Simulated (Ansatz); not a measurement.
This script makes an atomisation energy of CH4BClO, SMILES OCBCl with Ansatz 0.2.0 through its Python package.

`ch4bclo.py`:
```python
# -*- coding: utf-8 -*-
'''Atomisation energy of CH4BClO at the given geometry.'''

from collections import Counter

import ansatz


def single_point(molecule, charge=0, unpaired=0):
    calc = (
        molecule.calculation()
        .basis(gaussian='cc-pVDZ')
        .functional('PBE0')
        .accuracy('high')
    )
    if charge:
        calc = calc.charge(charge)
    if unpaired:
        calc = calc.spin('collinear', total=unpaired)
    report = calc.run(threads=1, pin='off').report
    if report['published_state_doubts']:
        print('  doubts:', report['published_state_doubts'])
    return report['free_energy_ev']

GEOMETRY = '''
O    -0.44700    1.37270    0.01380
C     0.46450    0.41050    0.16310
B    -0.26690   -1.00930    0.25200
Cl   -1.12190   -1.66710   -1.16300
H    -0.71300    1.44580   -0.98370
H     1.02760    0.61800    1.10200
H     1.22030    0.41800   -0.67660
H    -0.07150   -1.64570    1.23660
'''

ch4bclo = ansatz.Crystal.molecule()
for line in GEOMETRY.strip().splitlines():
    symbol, *xyz = line.split()
    ch4bclo = ch4bclo.atom(symbol, [float(v) for v in xyz])

# Hund ground states
unpaired = {'O': 2, 'C': 2, 'B': 1, 'Cl': 1, 'H': 1}
counts = Counter(site.symbol for site in ch4bclo.cartesian_sites)
atom_energy = {s: single_point(ansatz.Crystal.molecule().atom(s, (0, 0, 0)), 0, unpaired[s]) for s in counts}
whole = single_point(ch4bclo, 0, 0)
for s, e in atom_energy.items():
    print(f'{s:2s} x{counts[s]}  {e:14.5f} eV')
print(f'CH4BClO: {whole:.5f} eV')
split = sum(counts[s] * e for s, e in atom_energy.items()) - whole
print(f'atomisation energy (no zero-point term): {23.060548 * split:.1f} kcal/mol, {split / sum(counts.values()):.3f} eV an atom')
```

What does it cost to take this molecule apart into atoms?

677.5 kcal/mol from the electronic energies, without the zero-point term.

The output:

```console
$ python ch4bclo.py
O  x1     -2040.66463 eV
C  x1     -1028.56355 eV
B  x1      -669.83334 eV
Cl x1    -12516.97454 eV
H  x4       -13.61358 eV
CH4BClO: -16339.87093 eV
atomisation energy (no zero-point term): 677.5 kcal/mol, 3.673 eV an atom
```

The settings weren't tested for convergence. The geometry is a force-field or estimated start, not a minimum of this method, and the basis set is short of its limit. All parts are taken at fixed geometry, without zero-point energy. For Al to Cl the sets with a tight d function, cc-pV(X+d)Z, are usual. It ran for 10 s on 1 thread of Intel(R) Xeon(R) Platinum 8259CL CPU @ 2.50GHz (Skylake/Cascade Lake), with other jobs on the host, peak memory 0.32 GiB.

(A comment or docstring line of the script was reworded after the run, the code is as it ran; lines on the test bed's own set-up are left out of the output.)
